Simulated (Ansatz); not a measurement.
# AlPNH4OF (SMILES [NH2][Al]([F])[PH]O): levels of theory compared

We compute a comparison of 6 runs (B3LYP/6-31G*, B2PLYP/def2-SVP, BHLYP/def2-SVP, CAM-B3LYP/def2-SVP, PBE/def2-SVP, MP2/def2-SVP) of AlPNH4OF. 

The calculation is run with Ansatz 0.2.0.

147 further runs of the same task are left out: 147 set aside as unsound or not needed.

## Step 1: Starting point

AlPNH4OF has 9 atoms, charge 0, and is taken as a singlet. As SMILES, `[NH2][Al]([F])[PH]O`. The P4–H8 distance was set to 1.859 Å, away from the relaxed value.

Bond lengths: N1–Al2 1.755 Å, Al2–F3 1.652 Å, Al2–P4 2.334 Å, P4–O5 1.677 Å, N1–H6 1.007 Å, N1–H7 1.006 Å, O5–H9 0.960 Å. Angles: N1–Al2–F3 119.8°, N1–Al2–P4 121.0°, F3–Al2–P4 119.0°, Al2–P4–O5 96.2°, Al2–N1–H6 122.5°, Al2–N1–H7 126.3°, P4–O5–H9 109.0°, H6–N1–H7 111.1°. A long bond or contact: P4–H8 1.859 Å.

## Step 2: The energy at B3LYP/6-31G(d) (spherical functions) (run 1)

molecule.yaml

```yaml
crystal:
  periodic: [false, false, false]
  atoms:
    - symbol: "N"
      position_ang: [1.585351, 1.038830, -0.602416]
    - symbol: Al
      position_ang: [0.978551, -0.538670, -0.131416]
    - symbol: F
      position_ang: [2.001451, -1.643170, 0.549384]
    - symbol: P
      position_ang: [-1.226549, -1.161870, -0.575016]
    - symbol: O
      position_ang: [-1.793749, 0.385330, -0.888116]
    - symbol: H
      position_ang: [0.990051, 1.756930, -0.982516]
    - symbol: H
      position_ang: [2.527851, 1.373130, -0.489016]
    - symbol: H
      position_ang: [-1.643200, -1.310200, 1.230300]
    - symbol: H
      position_ang: [-2.561949, 0.327230, -1.461216]
basis:
  gaussian:
    orbitals: 6-31G_st_-spherical.json
hamiltonian:
  xc: {name: B3LYP}
accuracy: high
output: {orbitals: {seedname: orbitals}}
```

The basis set 6-31G* is read from a file made from the Basis Set Exchange's data (not shown).

On the command line:

```sh
$ ansatz run molecule.yaml --threads 1 --pin off --max-ram 3480MiB --events-out events.jsonl --progress --plain --runs-dir runs
```

Standard output:

```text
Warning: RAYON_NUM_THREADS=1 ignored (pool sized by the plan → 1); use --threads N
Functional definition: B3LYP
  name "B3LYP"
  parameter a0 = 0.2
  parameter ax = 0.72
  parameter ac = 0.81
  exchange = (1 - a0 - ax)*slater_x + ax*b88_x + a0*exact_x
  correlation = (1 - ac)*vwn_rpa_c + ac*lyp_c
1901 factors; integrals over basis functions are off by at most 7.5e-9 eV
mean field evaluation 1: about -22194.7188 eV, gradient 8.0e1 eV
mean field evaluation 2: about -22155.8457 eV, gradient 1.5e2 eV
mean field evaluation 4: about -22206.2740 eV, gradient 1.2e1 eV
mean field evaluation 8: about -22206.6747 eV, gradient 8.4e-1 eV
mean field evaluation 16: about -22206.6767 eV, gradient 4.7e-4 eV
mean field -22206.67673777 eV, -816.0803178870 hartree, gradient 2.1e-8 eV, S^2 0.000000; 0 other end points of the search recorded, 0 dependent functions left out
reference -22206.67678025 eV, -816.0803194481 hartree; 28, 28 occupied and 58, 58 virtual orbitals, 1901 factors
Total energy: -22206.67678025 eV, -816.0803194481 hartree
```

It took 11 s on 1 thread of Arm Neoverse V1, shared host; peak memory 0.3 GiB.

## Step 3: The energy at B2PLYP/def2-SVP (run 2)

job.yaml

```yaml
crystal:
  periodic: [false, false, false]
  atoms:
    - {symbol: "N", position_ang: [1.585351, 1.038830, -0.602416]}
    - {symbol: Al, position_ang: [0.978551, -0.538670, -0.131416]}
    - {symbol: F, position_ang: [2.001451, -1.643170, 0.549384]}
    - {symbol: P, position_ang: [-1.226549, -1.161870, -0.575016]}
    - {symbol: O, position_ang: [-1.793749, 0.385330, -0.888116]}
    - {symbol: H, position_ang: [0.990051, 1.756930, -0.982516]}
    - {symbol: H, position_ang: [2.527851, 1.373130, -0.489016]}
    - {symbol: H, position_ang: [-1.643200, -1.310200, 1.230300]}
    - {symbol: H, position_ang: [-2.561949, 0.327230, -1.461216]}
basis:
  gaussian:
    orbitals: def2-SVP
accuracy: high
correlation:
  frozen_orbitals: {Al: 5, F: 1, H: 0, "N": 1, O: 1, P: 5}
hamiltonian:
  xc: {name: B2PLYP}
output:
  orbitals: {seedname: orbitals}
```

On the command line:

```sh
$ ansatz run job.yaml --threads 1 --pin off --max-ram 3480MiB --events-out events.jsonl --progress --plain --runs-dir runs
```

Standard output (excerpt; [...] marks lines left out):

```text
Warning: RAYON_NUM_THREADS=1 ignored (pool sized by the plan → 1); use --threads N
Functional definition: B2PLYP
  name "B2PLYP"
[...]
2105 factors; integrals over basis functions are off by at most 8.2e-9 eV
[...]
mean field -22178.48318425 eV, -815.0442239055 hartree, gradient 6.6e-8 eV, S^2 0.000000; 0 other end points of the search recorded, 0 dependent functions left out
13 core orbitals not correlated: weight in the atoms' cores, before any rotation towards them, 1.000 or more for the frozen orbitals, at most 0.000 for the correlated occupied ones
reference -22178.48321139 eV, -815.0442249026 hartree; 15, 15 occupied and 70, 70 virtual orbitals, 2105 factors
second order -23.97579591 eV of doubles, -0.00000000 eV of singles
Total energy: -22184.95667628 eV, -815.2821203496 hartree
```

Run time: 16 s. Hardware: 1 thread of Arm Neoverse V1, shared host; peak memory 0.35 GiB.

Runs 3 to 5 aren't shown in full; the table further down has their settings and results.

## Step 4: A single-point energy at MP2/def2-SVP (run 6)

in.yaml

```yaml
crystal:
  periodic: [false, false, false]
  atoms:
    - symbol: "N"
      position_ang: [1.585351, 1.038830, -0.602416]
    - symbol: Al
      position_ang: [0.978551, -0.538670, -0.131416]
    - symbol: F
      position_ang: [2.001451, -1.643170, 0.549384]
    - symbol: P
      position_ang: [-1.226549, -1.161870, -0.575016]
    - symbol: O
      position_ang: [-1.793749, 0.385330, -0.888116]
    - symbol: H
      position_ang: [0.990051, 1.756930, -0.982516]
    - symbol: H
      position_ang: [2.527851, 1.373130, -0.489016]
    - symbol: H
      position_ang: [-1.643200, -1.310200, 1.230300]
    - symbol: H
      position_ang: [-2.561949, 0.327230, -1.461216]
basis:
  gaussian: {orbitals: def2-SVP}
accuracy: high
correlation: {method: mp2, frozen_orbitals: {Al: 5, F: 1, H: 0, "N": 1, O: 1, P: 5}}
```

On the command line:

```sh
$ ansatz run in.yaml --threads 1 --pin off --max-ram 3480MiB --events-out events.jsonl --progress --plain --runs-dir runs
```

Standard output:

```text
Warning: RAYON_NUM_THREADS=1 ignored (pool sized by the plan → 1); use --threads N
Functional definition: HF
  name "HF"
  exchange = exact_x
  correlation = 0
2105 factors; integrals over basis functions are off by at most 8.2e-9 eV
mean field evaluation 1: about -22129.8139 eV, gradient 5.0e1 eV
mean field evaluation 2: about -22129.9194 eV, gradient 5.0e1 eV
mean field evaluation 4: about -22135.1475 eV, gradient 3.2e0 eV
mean field evaluation 8: about -22135.2192 eV, gradient 4.0e-1 eV
mean field evaluation 16: about -22135.2203 eV, gradient 1.8e-8 eV
mean field -22135.22025709 eV, -813.4543406570 hartree, gradient 3.3e-8 eV, S^2 0.000000; 0 other end points of the search recorded, 0 dependent functions left out
13 core orbitals not correlated: weight in the atoms' cores, before any rotation towards them, 1.000 or more for the frozen orbitals, at most 0.000 for the correlated occupied ones
reference -22135.22025709 eV, -813.4543406570 hartree; 15, 15 occupied and 70, 70 virtual orbitals, 2105 factors
second order -19.58937937 eV of doubles, -0.00000000 eV of singles
Total energy: -22154.80963647 eV, -814.1742370709 hartree
```

Wall time 4.5 s (1 thread of Arm Neoverse V1, shared host); peak memory 0.29 GiB.

## Step 5: Overview of the runs

```
run                               level  frozen core orbitals  energy (Eh)  HOMO energy (eV)  LUMO energy (eV)  HOMO–LUMO gap (eV)  wall time
  1  B3LYP/6-31G* (spherical functions)                     –  -816.080319             -6.63             -1.01                5.62       11 s
  2                     B2PLYP/def2-SVP                    13  -815.282120             -7.86              0.29                8.15       16 s
  3                      BHLYP/def2-SVP                     –  -815.620452             -7.93              0.00                7.93       13 s
  4                  CAM-B3LYP/def2-SVP                     –  -815.667940             -8.12              0.21                8.33       12 s
  5                        PBE/def2-SVP                     –  -815.196529             -5.65             -1.66                4.00      8.7 s
  6                        MP2/def2-SVP                    13  -814.174237                 –                 –                   –      4.5 s
```

## Step 6: Outcome

```
                                           quantity          value
                                run 6: total energy  -814.17424 Eh
run 6: correlation energy (13 core orbitals frozen)     -719.9 mEh
```

What this shows: Over runs 1, 2, 3, 4, 5 the HOMO–LUMO gap runs from 4.00 eV (PBE/def2-SVP) to 8.33 eV (CAM-B3LYP/def2-SVP). Totals of different functionals can't be ranked against each other. All runs together took 65 s, the longest 16 s.
